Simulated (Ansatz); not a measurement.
# V2N3: the cost of one run

Program: Ansatz 0.2.0. Level of theory: DFT PBEsol, scalar-relativistic, plane waves, PAW. These are calculated values, not measurements.

2 further runs of the same task are left out: 2 set aside as unsound or not needed.

## (1) The structure to begin with

It takes space group P-3m1 (No. 164, trigonal). The conventional cell has a = 2.780 Å, b = 2.780 Å, c = 6.196 Å, α = 90.00°, β = 90.00°, γ = 120.00°. Around V (site symmetry 3m) lie 6 N at 2.01 to 2.02 Å. Around N (site symmetry -3m) lie 6 V at 2.02 Å. N (site symmetry 3m) has 1 N at 1.33 Å as nearest neighbours.

Structure file:

```cif
data_structure
_symmetry_space_group_name_H-M 'P-3m1'
_symmetry_Int_Tables_number 164
_cell_length_a 2.7798
_cell_length_b 2.7798
_cell_length_c 6.1964
_cell_angle_alpha 90.000
_cell_angle_beta 90.000
_cell_angle_gamma 120.000
_cell_volume 41.47
loop_
_atom_site_label
_atom_site_type_symbol
_atom_site_symmetry_multiplicity
_atom_site_Wyckoff_symbol
_atom_site_fract_x
_atom_site_fract_y
_atom_site_fract_z
_atom_site_occupancy
V1 V 2 d 0.66667 0.33333 0.30212 1
N1 N 1 b 0.00000 0.00000 0.50000 1
N2 N 2 c 0.00000 0.00000 0.10744 1
```

It goes back to an entry of the Materials Project, which need not be the stable form.

This cell was relaxed beforehand with the same method: volume 8.29 Å³/atom, gap on the mesh none (metal).

## (2) Zero of energy

The reference gives a free energy of -6910.8536 eV, pressure 0.06 GPa, largest force 0.017 eV/Å and gap on the mesh none (metal). It was computed beforehand with the settings of the runs below.

## (3) The scan: shifting one sublattice

Every N atom is moved by x along the Cartesian unit vector (0.000, 0.000, 1.000); the cell and all other atoms stay fixed. Forces below are components along that vector, summed over the moved atoms.

## (4) At x = -0.100 Å

Contents of input.yaml:

```yaml
crystal:
  lattice:
    - [2.7797869938, 0.0, 0.0]
    - [-1.3898934969, 2.4073661537, 0.0]
    - [0.0, 0.0, 6.1963538749]
  atoms:
    - { symbol: V, position: [0.6666666667, 0.3333333333, 0.302115518] }
    - { symbol: V, position: [0.3333333333, 0.6666666667, 0.697884482] }
    - { symbol: "N", position: [0.0, 0.0, 0.4838614769] }
    - { symbol: "N", position: [0.0, 0.0, 0.0913013884] }
    - { symbol: "N", position: [0.0, 0.0, 0.8764215654] }
basis:
  ecutwfc: 420
kpoints:
  mp_grid: { grid: [18, 18, 8] }
hamiltonian:
  xc: pbesol
scf:
  occupations: { method: gaussian, width: 0.15 }
output:
  forces: true
  stress: true
  eigenvalues: true
  write_density: true
  write_potential: true
  elf: true
  volumetric_format: npy
```

Run with:

```
$ ansatz run input.yaml --threads 1 --pin off --max-ram 2560MiB --backend cpu --events-out ev --progress --plain --runs-dir out
```

**Question.** How long does this run take on 1 thread of Oxide Virtual Turin-like (Zen 5), shared host, and how much memory does it need?

About 29 s, with a peak of 0.51 GiB.
